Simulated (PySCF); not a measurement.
# C2H6O2Si2: the cost of one run

Programs: PySCF 2.14.0, with density-fitted response routines of our own. Each step states its level of theory. These are calculated values for one molecule in the gas phase, unless marked as measured. Atoms are numbered from 0 throughout.

### 1 The molecule as given

12 atoms, charge 0, multiplicity 1; geometry from: GFN2-xTB. The atoms were then displaced at random by about 0.01 Å, so the start is not that level's minimum.

Bonds of the start (Å): C0–C1 1.23, C1–Si2 1.87, Si2–O3 1.65, Si2–O4 1.62, O4–Si5 1.61, C0–H6 1.03, Si2–H7 1.45, O3–H8 0.92, Si5–H9 1.47, Si5–H10 1.47, Si5–H11 1.45.

### 2 Geometry optimisation at PBE0-D3(BJ)/def2-SVP

What the job is given:

```
{"job": {"xc": "PBE0", "basis": "def2-SVP", "d3": "d3bj", "grid": 1, "shake": 0.01, "kind": "geom"}, "charge": 0, "multiplicity": 1}
C      2.260260    -1.310930     1.355790
C      1.540930    -0.390590     0.956040
Si     0.443920     0.996400     0.350960
O      1.303880     2.028700    -0.601650
O     -0.750000     0.313040    -0.497130
Si    -2.034940    -0.619900    -0.755150
H      2.859120    -2.073160     1.696130
H     -0.044570     1.843340     1.415770
H      1.560010     1.785760    -1.453010
H     -3.150660    -0.088150     0.031910
H     -1.706970    -1.987020    -0.320660
H     -2.241290    -0.525760    -2.188030
```

Run with:

```sh
> OMP_NUM_THREADS=1 python probes_run.py task.json out
```

One launch serves the whole session: the jobs run in the order shown.

**Question.** How long does this first job take on 1 thread of Arm Neoverse N1, shared host, and how much memory does it need?

About 2.2 min, with a peak of 0.51 GiB.
